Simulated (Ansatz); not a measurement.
**TiCl+ (septet): from Hartree-Fock to the top rungs, def2-QZVPP**

The task here is to estimate one member of a computed series from the others.

Method: def2-QZVPP, core rule «outside noble gas», up to 14 orbitals frozen; program: Ansatz 0.2.0, Gaussian basis.

The runs, in order: UHF; ROHF; CCSD(T) on UHF.

## The geometry

The geometry is a PBE0/def2-TZVP stationary point (not a proven minimum) of the parent state, kept for this charge and spin.

2 atoms, charge 1, spin multiplicity 7.

Atoms are counted from 1 here; the program's logs count them from 0.

No contacts short enough for the rule that draws bonds.

Geometry (Å):

```xyz
2

Ti    0.0000    0.0000    0.0000
Cl    0.0000    0.0000    3.2806
```

Set-up of the first run:

in.yaml reads:

```yaml
crystal:
  periodic: [false, false, false]
  atoms:
    - {symbol: Ti, position_ang: [0.000000, 0.000000, 0.000000]}
    - {symbol: Cl, position_ang: [0.000000, 0.000000, 3.280600]}
basis:
  gaussian: {orbitals: "def2-QZVPP.json"}
total_charge: 1
magnetization: {spin_polarized: true, initial_magnetization: 6}
hamiltonian: {xc: hf}
output: {orbitals: {seedname: orbitals}}
```

Run with:

```bash
ansatz run in.yaml --threads 1 --pin off --events-out ev --progress --plain --max-ram 4096MiB --backend cpu
```

Among the steps run: UHF; ROHF; CCSD(T) on UHF.

One table of the session follows, with a row left open; its other results are not shown here.

| method | from UCCSD(T) (meV) |
| --- | --- |
| ROHF | +6161.3 |
| UHF | +5866.1 |
| UMP2 | +1081.9 |
| UCCSD | ? |
| UCCSD(T) | 0 |

Estimate the missing values for UCCSD.

As computed: from UCCSD(T) (meV): +198.6. In the column «from UCCSD(T) (meV)» it lies between UCCSD(T) (0) and UMP2 (+1081.9).
